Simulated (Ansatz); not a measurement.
BiTe:

```xyz
2
Lattice="2.4227 1.3988 3.3173 -2.4227 1.3988 3.3173 0.0000 -2.7975 3.3173" Properties=species:S:1:pos:R:3 pbc="T T T"
Bi    0.0000    0.0000    4.9759
Te    0.0000    0.0000    0.0000
```

The cell comes from a database or a generator and needn't be the stable form of this composition.

```yaml
Program: Ansatz 0.2.0
Task: relaxation of cell and atoms
Functional: PBEsol
Dispersion: D4
Potentials_or_basis: Ansatz PAW
Cutoff: "420 eV (not typed: the program's choice for these potentials)"
k_mesh: 7 × 7 × 7
Occupations: fermi-dirac, width 0.05 eV
Spin: no spin polarisation
```

At the start: volume 33.72 Å³/atom.

Task: How do energy, volume and symmetry change on relaxing?

Result: It ends after 7 steps and the volume is 30.86 Å³/atom (-8.5 %); space group R-3m (No. 166, to 0.05 Å).

The path:
```
step  energy change (eV)  largest force (eV/Å)  volume (Å³)
   1              0.0000                0.0000        67.45
   2             -0.0457                0.0000        60.43
   3             -0.0624                0.0000        62.64
   4             -0.0645                0.0000        62.30
   5             -0.0662                0.0000        61.66
   6             -0.0663                0.0000        61.73
   7             -0.0654                0.0000        61.73
```

Final structure:
```cif
data_structure
_symmetry_space_group_name_H-M 'P 1'
_symmetry_Int_Tables_number 1
_cell_length_a 4.1458
_cell_length_b 4.1458
_cell_length_c 4.1458
_cell_angle_alpha 70.972
_cell_angle_beta 70.972
_cell_angle_gamma 70.972
_cell_volume 61.73
loop_
_atom_site_label
_atom_site_type_symbol
_atom_site_fract_x
_atom_site_fract_y
_atom_site_fract_z
_atom_site_occupancy
Bi1 Bi 0.50000 0.50000 0.50000 1
Te1 Te 0.00000 0.00000 0.00000 1
```

Caveat: the plane-wave basis is chosen anew once the cell has moved, so the energies of steps on either side of that aren't comparable; pairwise dispersion overbinds metals, which lowers pressure and volume; the PAW data sets come from PBE, with cores solved anew for the run's functional, which leaves a small shift of forces and pressure.
